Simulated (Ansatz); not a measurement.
**C2H8AlBSi: a ladder of functionals and wavefunction methods**

Aim: compute C2H8AlBSi with functionals from several rungs and with coupled cluster. The yardstick is the atomisation energy at the CCSD(T) limit.

The runs use Ansatz 0.2.0, Gaussian basis; functionals in def2-TZVPP, the program's frozen cores in correlated methods.

Levels to be run: PBE-D4, r2SCAN-D4, PBE0-D4, B3LYP-D4, ωB97X-V, ωB97M-V, B2PLYP; CCSD(T)/def2-TZVPP; MP2/def2-QZVPP; extrapolation to the limit.

### Step 1. The relaxed structure

An earlier PBE0-D4 in a triple-zeta def2 set relaxation fixed the geometry.

SMILES `[AlH2]/[CH]=C/B[SiH3]`, 13 atoms, charge 0, spin multiplicity 1.

Atoms are counted from 1 here; the program's logs count them from 0.

Bond lengths: Al1–C2 1.956 Å, Al1–H6 1.586 Å, Al1–H7 1.586 Å, C2–C3 1.354 Å, C2–H8 1.092 Å, C3–B4 1.540 Å, C3–H9 1.093 Å, B4–Si5 2.016 Å, B4–H10 1.201 Å, Si5–H11 1.493 Å, Si5–H12 1.490 Å, Si5–H13 1.492 Å. Angles: C2–Al1–H6 121.5°, C2–Al1–H7 116.5°, H6–Al1–H7 122.1°, Al1–C2–C3 121.0°, Al1–C2–H8 123.2°, C3–C2–H8 115.7°, C2–C3–B4 121.0°, C2–C3–H9 117.9°, B4–C3–H9 120.6°, C3–B4–Si5 124.3°, C3–B4–H10 117.4°, Si5–B4–H10 118.2°, B4–Si5–H11 109.9°, B4–Si5–H12 114.1°, B4–Si5–H13 109.7°, H11–Si5–H12 107.9°, H11–Si5–H13 107.1°, H12–Si5–H13 107.8°.

As a file:

```csv
atom,x (Å),y (Å),z (Å)
Al1,-0.8099,2.9903,0.8481
C2,-1.0852,1.1915,0.1301
C3,-0.0358,0.4173,-0.2340
B4,-0.2281,-1.0749,-0.5616
Si5,1.2130,-2.4737,-0.3831
H6,-2.0131,3.8409,1.4334
H7,0.6758,3.5437,0.8180
H8,-2.0704,0.7303,0.0341
H9,0.9663,0.8454,-0.1551
H10,-1.3267,-1.4316,-0.8890
H11,1.3800,-3.2006,-1.6760
H12,2.5435,-1.9296,0.0109
H13,0.8111,-3.4837,0.6390
```

### Step 2. PBE-D4 (GGA)

in.yaml

```yaml
crystal:
  periodic: [false, false, false]
  atoms:
    - {symbol: Al, position_ang: [-0.809900, 2.990295, 0.848134]}
    - {symbol: C, position_ang: [-1.085181, 1.191457, 0.130127]}
    - {symbol: C, position_ang: [-0.035799, 0.417281, -0.233965]}
    - {symbol: B, position_ang: [-0.228089, -1.074857, -0.561587]}
    - {symbol: Si, position_ang: [1.213023, -2.473675, -0.383114]}
    - {symbol: H, position_ang: [-2.013123, 3.840949, 1.433373]}
    - {symbol: H, position_ang: [0.675843, 3.543697, 0.817987]}
    - {symbol: H, position_ang: [-2.070448, 0.730277, 0.034064]}
    - {symbol: H, position_ang: [0.966305, 0.845434, -0.155063]}
    - {symbol: H, position_ang: [-1.326676, -1.431625, -0.889017]}
    - {symbol: H, position_ang: [1.380008, -3.200587, -1.676039]}
    - {symbol: H, position_ang: [2.543483, -1.929631, 0.010918]}
    - {symbol: H, position_ang: [0.811054, -3.483714, 0.638982]}
basis:
  gaussian: {orbitals: def2-TZVPP}
hamiltonian: {xc: pbe, dispersion: d4}
output: {forces: true, orbitals: {seedname: orbitals}}
```

The run is started by

```
> ansatz run in.yaml --threads 4 --pin off --events-out ev --progress --plain --max-ram 10444MiB
```

After this run come: r2SCAN-D4 (meta-GGA); PBE0-D4 (hybrid); B3LYP-D4 (hybrid); ωB97X-V (range-separated); ωB97M-V (range-separated); B2PLYP (double hybrid); CCSD(T) in def2-TZVPP; MP2 in def2-QZVPP.

Q: Predict the results of all the runs planned. Wanted: atomisation energy, CCSD(T)/CBS; farthest; mean size of error, hybrid; mean size of error, range-separated; gap, smallest and largest; T1 diagnostic; triples share of the correlation energy.

**Answer**, as computed:

```
                               quantity                                value
        atomisation energy, CCSD(T)/CBS                      1044.5 kcal/mol
functionals within 5.2 kcal/mol (0.5 %)           PBE0-D4, B3LYP-D4, ωB97M-V
                               farthest               PBE-D4 (+9.2 kcal/mol)
             mean size of error, hybrid                         3.1 kcal/mol
    mean size of error, range-separated                         5.5 kcal/mol
              gap, smallest and largest  2.68 eV (PBE-D4), 9.16 eV (ωB97X-V)
                          T1 diagnostic                               0.0125
triples share of the correlation energy                                4.0 %
```

**Reading.** PBE-D4 misses by +9.2 kcal/mol. Double hybrids carry the basis error of their MP2 part in triple zeta, and no dispersion term here, so their miss is partly the set-up's. The reference freezes the cores and leaves out relativity and excitations past (T), so misses under about 5.2 kcal/mol can't be ranked. Hartree-Fock recovers 77 % of the binding; the rest is correlation. The gap grows from 2.7 to 9.2 eV across the functionals, mostly with the share of exact exchange. The restricted reference is unstable towards a spin-broken one.
